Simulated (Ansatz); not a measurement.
**C₂H₆FY: one species, many methods**

The task here is to estimate one member of a computed series from the others.

Program: Ansatz 0.2.0, Gaussian basis. Level of theory: functionals in def2-TZVPP, the program's frozen cores in correlated methods. These are calculated values, not measurements.

Plan: LDA (SPW92), PBE-D4, revPBE-D4, BLYP-D4, r2SCAN-D4, B97M-V, PBE0-D4, B3LYP-D4, r2SCANh-D4, r2SCAN0-D4, HSE06-D4, BHLYP-D4, CAM-B3LYP-D4, LC-ωPBE, ωB97X-V, ωB97M-V, B2PLYP, PBE-QIDH; CCSD(T)/def2-SVP; CCSD(T)/def2-TZVPP; MP2/def2-QZVPP; extrapolation to the limit; RPA on PBE.

1 further run of the same task is left out (for a known fault of the program).

**The geometry**

An earlier PBE0-D4 in a triple-zeta def2 set relaxation fixed the geometry. Y takes the def2 core potential; no spin-orbit term is included.

SMILES `[CH3][Y]([CH3])[F]`, 10 atoms, charge 0, spin multiplicity 1.

Atoms are counted from 1 here; the program's logs count them from 0.

Bond lengths: C1–Y2 2.345 Å, C1–H5 1.099 Å, C1–H6 1.100 Å, C1–H7 1.097 Å, Y2–C3 2.344 Å, Y2–F4 1.988 Å, C3–H8 1.097 Å, C3–H9 1.099 Å, C3–H10 1.100 Å. Angles: Y2–C1–H5 109.5°, Y2–C1–H6 112.8°, Y2–C1–H7 115.1°, H5–C1–H6 105.6°, H5–C1–H7 106.3°, H6–C1–H7 106.9°, C1–Y2–C3 109.7°, C1–Y2–F4 114.3°, C3–Y2–F4 114.6°, Y2–C3–H8 114.3°, Y2–C3–H9 109.8°, Y2–C3–H10 113.2°, H8–C3–H9 106.8°, H8–C3–H10 106.4°, H9–C3–H10 105.8°.

The first run:

in.yaml

```yaml
crystal:
  periodic: [false, false, false]
  atoms:
    - {symbol: C, position_ang: [-1.138500, 1.503622, 0.453903]}
    - {symbol: Y, position_ang: [-0.456644, -0.223980, -0.977523]}
    - {symbol: C, position_ang: [1.535307, -1.170814, -0.183100]}
    - {symbol: F, position_ang: [-1.884197, -1.538184, -1.410098]}
    - {symbol: H, position_ang: [-1.088484, 1.157687, 1.496231]}
    - {symbol: H, position_ang: [-0.482050, 2.384337, 0.401825]}
    - {symbol: H, position_ang: [-2.163745, 1.860211, 0.296336]}
    - {symbol: H, position_ang: [1.559884, -2.266425, -0.220598]}
    - {symbol: H, position_ang: [1.690600, -0.884939, 0.866860]}
    - {symbol: H, position_ang: [2.427830, -0.821524, -0.723845]}
basis:
  gaussian: {orbitals: def2-TZVPP}
hamiltonian: {xc: lda}
output: {orbitals: {seedname: orbitals}}
```

The run is started by

```sh
ansatz run in.yaml --threads 4 --pin off --events-out ev --progress --plain --max-ram 10444MiB
```

Steps of the session up to this table: LDA; PBE-D4 (GGA); revPBE-D4 (GGA); BLYP-D4 (GGA); r2SCAN-D4 (meta-GGA); B97M-V (meta-GGA); B3LYP-D4 (hybrid); r2SCANh-D4 (hybrid); r2SCAN0-D4 (hybrid); HSE06-D4 (hybrid); BHLYP-D4 (hybrid); CAM-B3LYP-D4 (range-separated); LC-ωPBE (range-separated); ωB97X-V (range-separated); ωB97M-V (range-separated); B2PLYP (double hybrid); PBE-QIDH (double hybrid).

One table of the session follows, with a row left open; its other results are not shown here.

It belongs to the step «Frontier levels by functional». 

| functional | HOMO (eV) | LUMO (eV) | gap (eV) |
| --- | --- | --- | --- |
| LDA (SPW92) | -5.44 | -2.79 | 2.65 |
| PBE-D4 | -5.29 | -2.65 | 2.64 |
| revPBE-D4 | -5.22 | -2.56 | 2.67 |
| BLYP-D4 | -5.17 | -2.71 | 2.46 |
| r2SCAN-D4 | -5.49 | -2.16 | 3.33 |
| B97M-V | -5.56 | -2.51 | 3.05 |
| PBE0-D4 | -6.52 | -1.94 | 4.57 |
| B3LYP-D4 | -6.31 | -2.30 | 4.00 |
| r2SCANh-D4 | ? | ? | ? |
| r2SCAN0-D4 | -6.67 | -1.64 | 5.02 |
| HSE06-D4 | -6.12 | -2.29 | 3.82 |
| BHLYP-D4 | -7.66 | -1.53 | 6.13 |
| CAM-B3LYP-D4 | -7.88 | -1.34 | 6.54 |
| LC-ωPBE | -9.24 | -0.24 | 9.00 |
| ωB97X-V | -8.88 | -0.37 | 8.51 |
| ωB97M-V | -8.77 | -0.89 | 7.88 |

Estimate the missing values for r2SCANh-D4.

Worked estimate for «HOMO (eV)». Against the share of exact exchange, r2SCAN-D4 (0, -5.49), r2SCAN0-D4 (0.25, -6.67) give a slope of -4.72 per unit share; at 0.1 the line stands at -5.96.

**Answer.** HOMO (eV): -5.96; LUMO (eV): -1.94; gap (eV): 4.02. In «HOMO (eV)» the line misses by 0.00.
